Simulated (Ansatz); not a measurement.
# H: how the settings move a relaxation

Aim: see which settings change the result for H, by how much, and at what cost.

Method: reference: DFT, PBEsol, PAW with Ansatz's default frozen-core files, scalar-relativistic; relaxation of cell and atoms, in Ansatz 0.2.0.

2 further runs of the same task are left out: 2 set aside as unsound or not needed.

## 1. The system as given

It takes space group I4/mmm (No. 139, tetragonal). Conventional cell: a = 3.383 Å, b = 3.383 Å, c = 4.117 Å, α = 90.00°, β = 90.00°, γ = 90.00°. H (site symmetry 4mm) is surrounded by 1 H at 0.74 Å.

As a file:

```cif
data_structure
_symmetry_space_group_name_H-M 'I4/mmm'
_symmetry_Int_Tables_number 139
_cell_length_a 3.3831
_cell_length_b 3.3831
_cell_length_c 4.1169
_cell_angle_alpha 90.000
_cell_angle_beta 90.000
_cell_angle_gamma 90.000
_cell_volume 47.12
loop_
_atom_site_label
_atom_site_type_symbol
_atom_site_symmetry_multiplicity
_atom_site_Wyckoff_symbol
_atom_site_fract_x
_atom_site_fract_y
_atom_site_fract_z
_atom_site_occupancy
H1 H 4 e 0.00000 0.00000 0.90986 1
```

## 2. The reference run

Input file input.yaml:

```yaml
crystal:
  lattice:
    - [-1.69153447, 1.69153447, 2.05847399]
    - [1.69153447, -1.69153447, 2.05847399]
    - [1.69153447, 1.69153447, -2.05847399]
  atoms:
    - { symbol: H, position: [0.90986229, 0.90986229, 0.0] }
    - { symbol: H, position: [0.09013771, 0.09013771, 0.0] }
kpoints:
  mp_grid: { grid: [18, 18, 18] }
scf:
  occupations: { method: fermi_dirac, width: 0.05 }
hamiltonian:
  xc: pbesol
  pseudopotentials: { kind: paw }
relax:
  f_tol: 0.002
  max_steps: 80
  cell: {}
output:
  forces: true
  stress: true
```

Started as:

```console
ansatz run input.yaml --threads 1 --pin off --max-ram 2048MiB --backend cpu --events-out ev --progress --plain --runs-dir out
```

## 3. A run with other settings

Changes to input.yaml since step 2:

```diff
@@ -9,5 +9,6 @@
 kpoints:
-  mp_grid: { grid: [18, 18, 18] }
+  mp_grid: { grid: [10, 10, 10] }
 scf:
-  occupations: { method: fermi_dirac, width: 0.05 }
+  occupations: { method: fixed }
+  mixing: { preconditioner: local_kerker }
 hamiltonian:
```

(Steps that only read results are left out.)

Before running it: what results should come out? Wanted: for each run, ending; energy change; pressure; gap; force.

The runs gave:

| run | ending | energy change | pressure (GPa) | gap (eV) | force (eV/Å) | cycles | time |
| --- | --- | --- | --- | --- | --- | --- | --- |
| reference | converged | 0 | 0.0 | 8.86 | 0.00 | 57 | 33 s |
| 1: mp_grid.grid [10, 10, 10], occupations.method fixed, preconditioner local_kerker | converged | 0.0 meV/atom (σ→0) | 0.0 | 8.86 | 0.00 | 65 | 10 s |

Changing the k-point mesh, smearing and mixing leaves the energy as it was (0.0 meV/atom). Cost: 65 SCF cycles against 57, 10 s against 33 s.
